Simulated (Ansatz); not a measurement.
# SrTl: a single-point run

Wanted: a converged single-point run for SrTl, and a check of what comes out. The structure is shown as the input types it.

Method: DFT, LDA, norm-conserving pseudopotentials, Ansatz's default files, scalar-relativistic, in Ansatz 0.2.0.

1 further run of the same task is left out (it didn't finish).

### Step 1. Starting point

Symmetry: Pm-3m, No. 221, cubic system. The conventional cell has a = 2.994 Å, b = 2.994 Å, c = 2.994 Å, α = 90.00°, β = 90.00°, γ = 90.00°. Sr (site symmetry m-3m) has 8 Tl at 2.59 Å as nearest neighbours. Tl (site symmetry m-3m) is surrounded by 8 Sr at 2.59 Å.

As a file:

```cif
data_structure
_symmetry_space_group_name_H-M 'Pm-3m'
_symmetry_Int_Tables_number 221
_cell_length_a 2.9935
_cell_length_b 2.9935
_cell_length_c 2.9935
_cell_angle_alpha 90.000
_cell_angle_beta 90.000
_cell_angle_gamma 90.000
_cell_volume 26.83
loop_
_atom_site_label
_atom_site_type_symbol
_atom_site_symmetry_multiplicity
_atom_site_Wyckoff_symbol
_atom_site_fract_x
_atom_site_fract_y
_atom_site_fract_z
_atom_site_occupancy
Sr1 Sr 1 a 0.00000 0.00000 0.00000 1
Tl1 Tl 1 b 0.50000 0.50000 0.50000 1
```

### Step 2. Input and run

File input.yaml:

```yaml
crystal:
  lattice:
    - [2.9935356779, 0.0, 0.0]
    - [0.0, 2.9935356779, 0.0]
    - [0.0, 0.0, 2.9935356779]
  atoms:
    - { symbol: Sr, position: [0.0, 0.0, 0.0] }
    - { symbol: Tl, position: [0.5, 0.5, 0.5] }
kpoints:
  mp_grid: { grid: [9, 9, 9] }
scf:
  occupations: { method: fermi_dirac, width: 0.05 }
hamiltonian:
  xc: lda
  pseudopotentials: { kind: nc }
output:
  forces: true
  stress: true
  eigenvalues: true
  efg: { contact_densities: true }
  populations: true
```

The run is started by

```sh
$ ansatz run input.yaml --threads 1 --pin off --max-ram 2048MiB --backend cpu --events-out ev --progress --plain --runs-dir out
```

Q: Will this input give a usable result? If not, why, and what should change?

The program refused the input before any cycle. It says: «output.efg without hamiltonian.pseudopotentials.kind: paw|paw_fr|all_electron or hamiltonian.pseudopotentials.kind: all_electron — the all-electron EFG reconstruction needs the PAW one-centre densities; drop the efg request ...»

The program refuses this combination of settings.

Fix: leave the request out or change the method.
